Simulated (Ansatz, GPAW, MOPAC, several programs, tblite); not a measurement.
What each method gives for SnH (chair-type functionalised monolayer)

SnH as a chair-type functionalised monolayer, relaxed with r2SCAN in Ansatz, was computed with several methods. The sheet's in-plane cell has a = 4.659 Å, b = 4.659 Å (γ = 120.0°), and its outermost atoms lie 4.27 Å apart along the normal. Sn has 1 H at 1.72 Å and 3 Sn at 2.81 Å; H has 1 Sn at 1.72 Å. Values at 0 K without nuclear motion; spin polarisation is off, and the phase may be a hypothetical one.

```xyz
4
Lattice="4.6586 0.0000 0.0000 -2.3293 4.0345 0.0000 0.0000 0.0000 32.3669" Properties=species:S:1:pos:R:3 pbc="T T F"
Sn    0.0000    2.6897   10.4132
Sn    2.3293    1.3448    9.5868
H     0.0000    2.6897   12.1351
H     2.3293    1.3448    7.8649
```
Periodic in the plane only; c spans the vacuum.

Gaps and times are for a single point on this cell. Times are rough, from shared hosts (Arm Neoverse V1), and each method has its own mesh and cell size. A dagger marks a closed or tiny gap in a crystal that DFT finds insulating: a failure of the method or a wrong SCF state. PM6 (MOPAC), PM7 (MOPAC), GFN1-xTB (tblite), GFN2-xTB (tblite) treat a cluster of cells at its zone centre, which samples few k points: where these miss a band edge, the gap comes out too large for that reason alone. Gaps from k meshes are read at a limited set of points (mesh, symmetry points, PBE's band edges), so each method's own least gap may be somewhat smaller. xTB and the PM methods were fitted mostly to molecules, and can miss a solid's gap by electronvolts. Minimal bases can be far off for gaps. GLLB-SC's gap includes the derivative discontinuity. d marks a direct gap, i an indirect one (no mark: not told apart), a dash a value that wasn't computed or didn't pass its checks.

| method | kind | gap (eV) | atoms computed | processor time |
| --- | --- | --- | --- | --- |
| PM6 (MOPAC) | semi-empirical | 1.36 | 36 | 0.21 s |
| GFN1-xTB (tblite) | tight binding | 0.00† | 36 | 0.95 s |
| PM7 (MOPAC) | semi-empirical | 4.28 | 36 | 1 s |
| GFN2-xTB (tblite) | tight binding | 0.00† | 36 | 1.2 s |
| light PBE (260 eV and a coarse mesh) | light plane-wave | 0.52 d | 4 | 2.8 s |
| PBE/single zeta (GPAW) | small basis | 0.70 d | 4 | 5.6 s |
| PBE | semilocal | 0.57 d | 4 | 10 s |
| r2SCAN | semilocal | 0.82 d | 4 | 36 s |
| GLLB-SC (GPAW) | model potential | 1.03 | 4 | 3.7 min |

Against r2SCAN (0.82 eV) and with closed or daggered gaps left aside, the nearest gap at the points sampled is that of PBE/single zeta (GPAW) (-0.12 eV) and the farthest that of PM7 (MOPAC) (+3.46 eV). r2SCAN is only a yardstick of convenience: semilocal gaps usually lie below measured ones, which GLLB-SC and hybrids aim to mend.

Spin-orbit coupling is left out, which matters wherever the heavy atoms make up the band edges.
